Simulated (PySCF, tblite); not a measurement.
# C₇H₆F₂+ (doublet): geometry, infrared bands and EPR parameters

What infrared bands and EPR parameters should C₇H₆F₂+ (doublet) (`CC1=CC(F)=C(F)[CH][CH+]1`) show?

The runs use tblite 0.8.0 and PySCF 2.14.0, with density-fitted response routines of our own; the level of theory stands in each step. All values are computed, except where a source is named. Atoms count from 0, in the outputs and in this text.

### Step 1. Starting geometry

15 atoms, charge 1, multiplicity 2; geometry from: force field or distance geometry start.

Bonds of the start (Å): C0–C1 1.48, C1–C2 1.36, C2–C3 1.44, C3–F4 1.34, C3–C5 1.35, C5–F6 1.35, C5–C7 1.43, C7–C8 1.45, C8–C1 1.47, C0–H9 1.10, C0–H10 1.10, C0–H11 1.10, C2–H12 1.09, C7–H13 1.09, C8–H14 1.08.

### Step 2. Geometry optimisation with GFN2-xTB

The job: settings as JSON, then the geometry in Å.

```
{"job": {"kind": "relax", "xc": "GFN2-xTB", "basis": "xTB"}, "charge": 1, "multiplicity": 2}
C     -2.215700     0.407600    -0.251400
C     -0.760800     0.181000    -0.096400
C      0.168400     1.163400     0.008000
C      1.580300     0.893900     0.155300
F      2.418500     1.938100     0.253500
C      2.045800    -0.370600     0.225000
F      3.364800    -0.627000     0.371000
C      1.133900    -1.473800     0.140900
C     -0.282800    -1.208600    -0.020700
H     -2.467100     1.477700    -0.282700
H     -2.782400    -0.027400     0.585000
H     -2.588600    -0.045800    -1.178400
H     -0.129300     2.214900    -0.026600
H      1.502000    -2.494200     0.184500
H     -0.991300    -2.021200    -0.089000
```

The run is started by

```sh
$ OMP_NUM_THREADS=1 python probes_run.py task.json out
```

One launch serves the whole session: the jobs run in the order shown.

Standard output:

```text
step      E/eV     max force
  0    -733.94034    4.350
  1    -734.30241    1.594
  2    -734.36727    0.639
  3    -734.40527    0.546
  4    -734.42811    0.444
  5    -734.43935    0.259
  6    -734.44626    0.184
  7    -734.45188    0.166
  8    -734.45521    0.116
  9    -734.45679    0.086
 10    -734.45746    0.075
 11    -734.45793    0.061
 12    -734.45844    0.063
 13    -734.45889    0.048
 14    -734.45912    0.028
 15    -734.45921    0.028
 16    -734.45929    0.032
 17    -734.45939    0.027
 18    -734.45948    0.021
 19    -734.45955    0.021
 20    -734.45959    0.021
 21    -734.45964    0.022
 22    -734.45970    0.023
 23    -734.45975    0.019
 24    -734.45978    0.010
 25    -734.45980    0.008
```

Wall time 0.16 s (1 thread of Arm Neoverse V1, shared host).

Along the way:

| step | energy from step 0 (eV) | largest force (eV/Å) |
| --- | --- | --- |
| 0 | 0.0000 | 4.3505 |
| 1 | -0.3621 | 1.5940 |
| 2 | -0.4269 | 0.6394 |
| 3 | -0.4649 | 0.5460 |
| 4 | -0.4878 | 0.4435 |
| 5 | -0.4990 | 0.2586 |
| 6 | -0.5059 | 0.1836 |
| 7 | -0.5115 | 0.1661 |
| 8 | -0.5149 | 0.1156 |
| 9 | -0.5164 | 0.0857 |
| 10 | -0.5171 | 0.0752 |
| 11 | -0.5176 | 0.0614 |
| 12 | -0.5181 | 0.0626 |
| 13 | -0.5186 | 0.0481 |
| 14 | -0.5188 | 0.0281 |
| 15 | -0.5189 | 0.0282 |
| 16 | -0.5190 | 0.0319 |
| 17 | -0.5190 | 0.0271 |
| 18 | -0.5191 | 0.0208 |
| 19 | -0.5192 | 0.0211 |
| 20 | -0.5193 | 0.0210 |
| 21 | -0.5193 | 0.0221 |
| 22 | -0.5194 | 0.0228 |
| 23 | -0.5194 | 0.0192 |
| 24 | -0.5194 | 0.0104 |
| 25 | -0.5195 | 0.0082 |

Close pairs (by a distance rule), those that changed most:

| bond | before (Å) | after (Å) | change (Å) |
| --- | --- | --- | --- |
| C3–C5 | 1.349 | 1.432 | +0.082 |
| C7–C8 | 1.450 | 1.371 | -0.079 |
| C2–C3 | 1.445 | 1.375 | -0.070 |
| C5–F6 | 1.352 | 1.304 | -0.048 |
| C1–C2 | 1.356 | 1.403 | +0.047 |
| C1–C8 | 1.471 | 1.432 | -0.039 |
| C5–C7 | 1.434 | 1.400 | -0.034 |
| C3–F4 | 1.343 | 1.313 | -0.030 |

The next job starts from the end point, and lists it.

### Step 3. Infrared spectrum with GFN2-xTB

The job: settings as JSON, then the geometry in Å.

```
{"job": {"kind": "ir", "xc": "GFN2-xTB", "basis": "xTB"}, "charge": 1, "multiplicity": 2}
C     -2.162894     0.407110    -0.242732
C     -0.731713     0.160995    -0.082241
C      0.188995     1.215507     0.010107
C      1.529401     0.946642     0.159025
F      2.411546     1.914809     0.247684
C      1.992543    -0.406546     0.220438
F      3.268009    -0.638149     0.361248
C      1.081760    -1.465485     0.129888
C     -0.252663    -1.187056    -0.018628
H     -2.410194     1.463969    -0.279553
H     -2.728094    -0.078564     0.562604
H     -2.538951    -0.093757    -1.143647
H     -0.139382     2.244065    -0.034844
H      1.452524    -2.479110     0.178541
H     -0.965301    -1.996440    -0.089802
```

Standard output:

```text
mode    cm-1     km/mol
  1      68.4     12.73
  2     105.8      0.33
  3     180.4      0.30
  4     256.5      1.30
  5     275.8      6.48
  6     297.5      0.18
  7     395.4      0.08
  8     399.9      0.21
  9     479.3     10.45
 10     520.6     14.73
 11     545.2     18.95
 12     669.9      0.53
 13     708.7      7.44
 14     785.0      6.03
 15     800.5     23.39
 16     864.1      2.78
 17     916.2     51.40
 18     921.1     24.29
 19     936.9      1.48
 20     985.4      7.85
 21    1118.3     54.93
 22    1163.7     77.87
 23    1191.8     17.47
 24    1235.6     24.50
 25    1291.5    557.27
 26    1310.8     40.22
 27    1318.4     62.80
 28    1354.4      9.17
 29    1386.0     16.12
 30    1423.8    107.72
 31    1448.1    123.09
 32    1468.3    369.47
 33    1557.5     26.94
 34    2899.3     34.48
 35    2946.4    169.61
 36    3072.7     12.01
 37    3088.0      4.29
 38    3095.8     17.95
 39    3100.5     21.21
```

Wall time 0.48 s (1 thread of Arm Neoverse V1, shared host).

Which atoms move in the most intense modes:

```
cm⁻¹  km/mol                               atoms
1118    54.9                  H14 40 %, H13 18 %
1164    77.9         H12 31 %, H13 16 %, C1 12 %
1292   557.3                  H11 36 %, H10 36 %
1318    62.8           C1 26 %, C5 23 %, C3 14 %
1424   107.7  C5 31 %, C7 14 %, C8 12 %, H9 10 %
1448   123.1           C1 26 %, H9 16 %, C0 12 %
1468   369.5  C3 31 %, C2 19 %, C7 17 %, C8 12 %
2946   169.6                  H10 48 %, H11 47 %
```

### Step 4. g tensor and hyperfine couplings: B3LYP/pcH-1

Same as in step 3 but for these lines:

```diff
@@ -1,2 +1,2 @@
-{"job": {"kind": "ir", "xc": "GFN2-xTB", "basis": "xTB"}, "charge": 1, "multiplicity": 2}
+{"job": {"kind": "epr", "basis": "pcH-1"}, "charge": 1, "multiplicity": 2}
 C     -2.162894     0.407110    -0.242732
```

Method: UKS B3LYP, pcH-1 on C F H, non-relativistic, mean-field spin-orbit, GIAO.

Standard output:

```text
UKS, coarse grid
  cycle   1  E = -469.62537320  |g| = 5.35e-01
  cycle   2  E = -469.37497184  |g| = 9.73e-01
  cycle   3  E = -469.73149350  |g| = 9.73e-02
  cycle   4  E = -469.73294694  |g| = 8.58e-02
  cycle   5  E = -469.73683991  |g| = 1.83e-02
  cycle   6  E = -469.73697160  |g| = 7.10e-03
  cycle   7  E = -469.73700125  |g| = 2.02e-03
  cycle   8  E = -469.73700536  |g| = 1.15e-03
  cycle   9  E = -469.73700631  |g| = 3.91e-04
UKS, final grid
  cycle   1  E = -469.73699365  |g| = 5.97e-04
  cycle   2  E = -469.73699343  |g| = 9.19e-04
  cycle   3  E = -469.73699383  |g| = 1.02e-04
  cycle   4  E = -469.73699384  |g| = 4.15e-05
  cycle   5  E = -469.73699384  |g| = 2.96e-05
E = -469.73699384 Eh   <S^2> = 0.7610 (exact 0.7500)
g shifts (ppm)      1          2          3
  rmc          -197       -197       -197
  gc             -1         47         31
  oz_so         -72       1859       2852
  total        -271       1709       2686
hyperfine (MHz)  atom isotope    a_iso     a_fc   dipolar eigenvalues
    0   13C     -11.87     -11.87     -4.31     -2.25      6.56
    1   13C      18.56      18.56    -25.58    -24.59     50.17
    2   13C     -17.40     -17.40     -8.94      4.14      4.79
    3   13C       2.45       2.45    -15.87    -13.86     29.73
    4   19F      41.61      41.61    -99.67    -97.79    197.45
    5   13C      26.43      26.43    -33.74    -32.73     66.48
    6   19F      90.51      90.51   -200.44   -189.40    389.84
    7   13C     -20.60     -20.60    -10.21      4.63      5.58
    8   13C      10.21      10.21    -18.77    -17.61     36.38
    9    1H      -1.42      -1.42     -1.92     -1.91      3.82
   10    1H      85.66      85.66     -4.43     -1.38      5.80
   11    1H      85.61      85.61     -4.43     -1.38      5.80
   12    1H       2.16       2.16     -2.89      0.30      2.59
   13    1H       2.69       2.69     -3.25     -0.51      3.76
   14    1H     -15.67     -15.67     -9.33     -2.81     12.14
```

Run time: 92 s. Hardware: 1 thread of Arm Neoverse V1, shared host; peak memory 0.97 GiB.

Principal g values 2.00205, 2.00403, 2.00500; g(iso) = 2.00369, against 2.00232 for a free electron.

Mean a(iso) over the nuclei that a row names, and the largest dipolar term of the row (other rows stand at the frozen geometry):

```
      nuclei  isotope  a(iso) (MHz)  a(iso) (G, at g = 2.0023)  largest dipolar term (MHz)
          F6      19F          90.5                       32.3                       389.8
H9, H10, H11       1H          56.6                       20.2                         5.8
          F4      19F          41.6                       14.8                       197.5
          C5      13C          26.4                        9.4                        66.5
          C7      13C         -20.6                       -7.4                       -10.2
          C1      13C          18.6                        6.6                        50.2
          C2      13C         -17.4                       -6.2                        -8.9
         H14       1H         -15.7                       -5.6                        12.1
          C0      13C         -11.9                       -4.2                         6.6
          C8      13C          10.2                        3.6                        36.4
         H13       1H           2.7                        1.0                         3.8
          C3      13C           2.4                        0.9                        29.7
         H12       1H           2.2                        0.8                        -2.9
```

Mulliken spin populations:

C0 -0.01; C1 0.30; C2 -0.08; C3 0.15; F4 0.04; C5 0.35; F6 0.08; C7 -0.10; C8 0.21; H9 0.00; H10 0.03; H11 0.03; H12 0.00; H13 0.00; H14 -0.01

In first order the couplings over 0.8 MHz of 19F, 1H give 128 distinct lines over 115.1 G, if the averaged nuclei exchange fast; the same motion can average rows kept apart here too.

The fields below are evaluated on a grid from the run's orbitals.

ELF in a plane through or near 13 of the atoms.

Ten even steps from ' ' (0.00) to '@' (1.00):
```
                                                        
                                                        
                                                        
              ..--++++::    %%%%++                      
            ..==##%%%%==  --@@@@@@..                    
            --####++##::  **@@@@@@..  ==##--            
            ::**%%####--++**@@@@**  --@@@@@@--          
          ..    ..--==::@@  ::++....%%@@@@@@**          
        ::****..::%%**::##==##%%====%%@@@@%%--          
      ..++%%####==::**--  ::++++++@@::::++::            
      ..**%%**##==##==--  ::**..++%%..--++::            
        ==##%%==--%%%%==##++**%%--::==**++::            
        ..====  ..++--==%%::--**::  ..--::              
                ##@@@@++**++@@@@@@::                    
              ++@@@@@@%%..--@@@@@@**                    
              ++@@@@@@**    @@@@@@**                    
                **%%%%::    ==##**..                    
                                                        
                                                        
                                                        
```
The map spans 11.9 Å across and 9.7 Å up, centred on the molecule. Atoms in the plane (x, y in Å): C0 (2.2, 0.1), C1 (0.8, 0.0), C2 (0.0, 1.2), C3 (-1.4, 1.2), F4 (-2.1, 2.3), C5 (-2.0, -0.1), F6 (-3.3, -0.1), C7 (-1.3, -1.3), C8 (0.1, -1.2), H9 (2.6, 1.1), H12 (0.5, 2.2), H13 (-1.8, -2.2), H14 (0.6, -2.1).

log10 of the density (e/Å³) in the same plane.

Values, 10 rows by 14 columns:
```
-4.0 -4.0 -4.0 -4.0 -4.0 -4.0 -4.0 -4.0 -4.0 -4.0 -4.0 -4.0 -4.0 -4.0
-4.0 -4.0 -4.0 -3.5 -2.2 -2.2 -3.1 -2.9 -3.3 -4.0 -4.0 -4.0 -4.0 -4.0
-4.0 -4.0 -3.9 -1.5  0.1 -0.1 -1.5 -0.9 -1.4 -2.7 -3.1 -3.8 -4.0 -4.0
-4.0 -4.0 -3.3 -1.3  0.4  0.3 -0.2  0.3 -0.7 -1.3 -1.1 -2.2 -3.7 -4.0
-4.0 -3.2 -1.3 -0.5 -0.4  0.4  0.1  0.3 -0.3  0.0  0.0 -1.6 -3.2 -4.0
-4.0 -2.6 -0.5  1.8  0.3  0.2 -0.7  0.2  0.3  0.4 -0.2 -1.7 -3.1 -4.0
-4.0 -3.5 -1.6 -0.9 -0.7  0.7  0.3  1.0 -0.7 -1.1 -1.2 -2.2 -3.5 -4.0
-4.0 -4.0 -3.8 -2.4 -0.8  0.2 -0.7 -0.1 -0.6 -2.1 -2.7 -3.4 -4.0 -4.0
-4.0 -4.0 -4.0 -3.3 -2.0 -1.7 -2.3 -1.9 -2.1 -3.2 -4.0 -4.0 -4.0 -4.0
-4.0 -4.0 -4.0 -4.0 -4.0 -3.8 -4.0 -3.9 -4.0 -4.0 -4.0 -4.0 -4.0 -4.0
```
The map spans 11.9 Å across and 9.7 Å up, centred on the molecule. Atoms in the plane (x, y in Å): C0 (2.2, 0.1), C1 (0.8, 0.0), C2 (0.0, 1.2), C3 (-1.4, 1.2), F4 (-2.1, 2.3), C5 (-2.0, -0.1), F6 (-3.3, -0.1), C7 (-1.3, -1.3), C8 (0.1, -1.2), H9 (2.6, 1.1), H12 (0.5, 2.2), H13 (-1.8, -2.2), H14 (0.6, -2.1).

On the surface of density 0.002 e/bohr³ the electrostatic potential runs, from the 1st to the 99th percentile, from 3.17 V near F4 to 5.61 V near C5.

The spin density lies nearest to C1, C5 about 22 % each; C8 14 %; C3 11 %; F6 8 %.

### Step 5. Summary of results

```
                                 quantity                  value
strongest single infrared mode (GFN2-xTB)  1292 cm⁻¹, 557 km/mol
             zero-point energy (GFN2-xTB)          66.6 kcal/mol
                           g(iso) (B3LYP)                2.00369
                                     ⟨S²⟩     0.761 (exact 0.75)
       largest a(iso) (averaged by class)    19F on F6, 90.5 MHz
```

**Reading.** Relaxing lowered the energy by 0.519 eV in 25 steps; the close pair that moved most is C3–C5, from 1.349 to 1.432 Å. All 39 modes are real, so the xTB geometry is a minimum. The strongest single mode, at 1292 cm⁻¹, moves mainly H11 and H10. GFN2-xTB is a fitted tight-binding method: band positions and strengths are rough. Its intensities can rank the bands wrongly. The largest spin populations lie on C5 (0.35 e), C1 (0.30 e). The isotropic g lies 1.4 ppt above the free-electron value. The conformer search found further structures of the same energy, which may be mirror or relabelled copies of this one.
